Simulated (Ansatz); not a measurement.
The system is CsLiCr2Te2S3.

```
Cs Li Cr Te S
1.0
     7.05684    0.00000    0.00000
     0.00000    3.98060    0.00000
    -2.67333    0.00000    8.68168
Cs Li Cr Te S
1 1 2 2 3
Cartesian
  -0.4619 0.0000 3.2735
  3.9900 1.9903 6.8484
  -1.6370 0.0000 8.2143
  1.5865 1.9903 8.4356
  3.1793 0.0000 1.3257
  1.9223 0.0000 6.5020
  4.3382 0.0000 5.9471
  -0.4797 1.9903 7.3275
  6.6521 1.9903 0.4651
```

The cell was built by a generator and needn't be a form met in nature.

| Item | Value |
| --- | --- |
| Program | Ansatz 0.2.0 |
| Task | relaxation of cell and atoms |
| Functional | PBE |
| Dispersion | D3(BJ)-ATM |
| Potentials or basis | Ansatz PAW |
| Cutoff | 420 eV (not typed: the program's choice for these potentials) |
| k mesh | 3 × 5 × 3 |
| Occupations | fermi-dirac, width 0.05 eV |
| Spin | collinear spin, ferromagnetic start |
| Starting moments | [0.0, 0.0, 3.0, 3.0, 0.0, 0.0, 0.0, 0.0, 0.0] μB |

At the start: volume 27.10 Å³/atom.

Q: How do energy, volume and symmetry change on relaxing?

A: It ends after 8 steps and the volume is 25.45 Å³/atom (-6.1 %); space group Pm (No. 6, to 0.05 Å); moment 6.00 μB per cell.

Step by step:
```tsv
step	energy change (eV)	largest force (eV/Å)	volume (Å³)
1	0.0000	0.0779	243.87
2	-0.0508	0.1863	233.44
3	-0.0632	0.1352	229.71
4	-0.0667	0.1078	229.00
5	-0.0680	0.0233	229.26
6	-0.0684	0.0116	229.01
7	-0.0684	0.0071	229.01
8	-0.0670	0.0071	229.01
```

Final structure:
```xyz
9
Lattice="6.9843 0.0000 -0.0199 0.0000 3.9103 0.0000 -2.6704 0.0000 8.3928" Properties=species:S:1:pos:R:3 pbc="T T T"
Cs   -0.4340    0.0000    3.2177
Li    3.8903    1.9551    6.5787
Cr   -1.6429    0.0000    7.9286
Cr    1.5545    1.9551    8.1720
Te    3.1354    0.0000    1.3488
Te    1.8708    0.0000    6.2428
S     4.2696    0.0000    5.6619
S    -0.4896    1.9551    7.0285
S     6.6031    1.9551    0.4559
```

Caveat: the plane-wave basis is chosen anew once the cell has moved, so the energies of steps on either side of that aren't comparable; only a ferromagnetic start was run, and an antiferromagnetic order may lie lower in energy.
